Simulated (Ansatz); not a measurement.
# Ta (Ta (100), 3 layers): how the settings move a single-point run

Question: which choices in the input matter for Ta (Ta (100), 3 layers)?

Computed with Ansatz 0.2.0 (reference: DFT, PBE, norm-conserving pseudopotentials, Ansatz's default files, scalar-relativistic, unless a step's input says otherwise).

## Step 1: The system as given

Symmetry: P4/mmm, No. 123, tetragonal system. Conventional cell: a = 3.320 Å, b = 3.320 Å, c = 19.320 Å, α = 90.00°, β = 90.00°, γ = 90.00°. Around Ta (site symmetry 4mm) lie 5 Ta at 2.75 to 2.87 Å. Around Ta (site symmetry 4/mmm) lie 8 Ta at 2.75 Å.

As a file:

```
CELL_PARAMETERS angstrom
3.31955 0.00000 0.00000
0.00000 3.31955 0.00000
0.00000 0.00000 19.31960
ATOMIC_POSITIONS crystal
Ta 0.00000 0.00000 0.42561
Ta 0.50000 0.50000 0.50000
Ta 0.00000 0.00000 0.57439
```

## Step 2: The reference run

Input file input.yaml:

```yaml
crystal:
  lattice:
    - [3.319554717, 0.0, 0.0]
    - [0.0, 3.319554717, 0.0]
    - [0.0, 0.0, 19.3196]
  atoms:
    - { symbol: Ta, position: [0.0, 0.0, 0.4256079889] }
    - { symbol: Ta, position: [0.5, 0.5, 0.4999999903] }
    - { symbol: Ta, position: [0.0, 0.0, 0.5743920208] }
kpoints:
  mp_grid: { grid: [12, 12, 1] }
scf:
  occupations: { method: fermi_dirac, width: 0.08 }
hamiltonian:
  xc: pbe
  pseudopotentials: { kind: nc }
output:
  forces: true
  stress: true
  eigenvalues: true
efield:
  axis: 3
  amplitude: 0
  dipole_correction: true
```

On the command line:

```console
ansatz run input.yaml --threads 1 --pin off --max-ram 3584MiB --backend cpu --events-out ev --progress --plain --runs-dir out
```

## Step 3: Variant: occupations.method tetrahedron, hubbard.sites [{species: Ta, l: d, u_eff: 6.0}], hubbard.double_counting fll, width left out

Changes to input.yaml since step 2:

```diff
@@ -12,3 +12,3 @@
 scf:
-  occupations: { method: fermi_dirac, width: 0.08 }
+  occupations: { method: tetrahedron }
 hamiltonian:
@@ -16,2 +16,3 @@
   pseudopotentials: { kind: nc }
+  hubbard: { sites: [{ species: Ta, l: d, u_eff: 6.0 }], double_counting: fll }
 output:
```

**Question.** What will these runs give? Wanted: for each run, ending; energy change; gap; force.

The runs gave:

```tsv
run	ending	energy change	gap (eV)	force (eV/Å)	cycles	time
reference	converged	0	0.00	0.02	9	53 s
1: occupations.method tetrahedron, hubbard.sites [{species: Ta, l: d, u_eff: 6.0}], hubbard.double_counting fll, width left out	converged	+7.04 eV/atom (σ→0) (U changed: no physical gain or loss)	0.00	0.59	22	2.2 min
```

Residual by cycle in the longest SCF loop of each run; runs are numbered as in the table. The quantity is the density residual dr2, in eV.

```tsv
cycle	reference	run 1
1	23.5	23
3	0.331	8.05
5	0.0118	0.0381
7	1.9e-5	0.00898
9	1.1e-8	8.8e-4
11	-	2.9e-4
12	-	1.1e-4
14	-	2.4e-5
16	-	3.1e-5
18	-	1.2e-6
20	-	9.2e-8
22	-	4.5e-9
```

What this shows: Changing the smearing and Hubbard U moves the energy by +7.04 eV/atom (σ→0 values), and the largest force goes from 0.02 to 0.59 eV/Å. The U term adds an energy of its own, so the shift says nothing about which run is better. Cost: 22 SCF cycles against 9, 2.2 min against 53 s. A changed U is a change of model: its shifts are not errors of convergence.
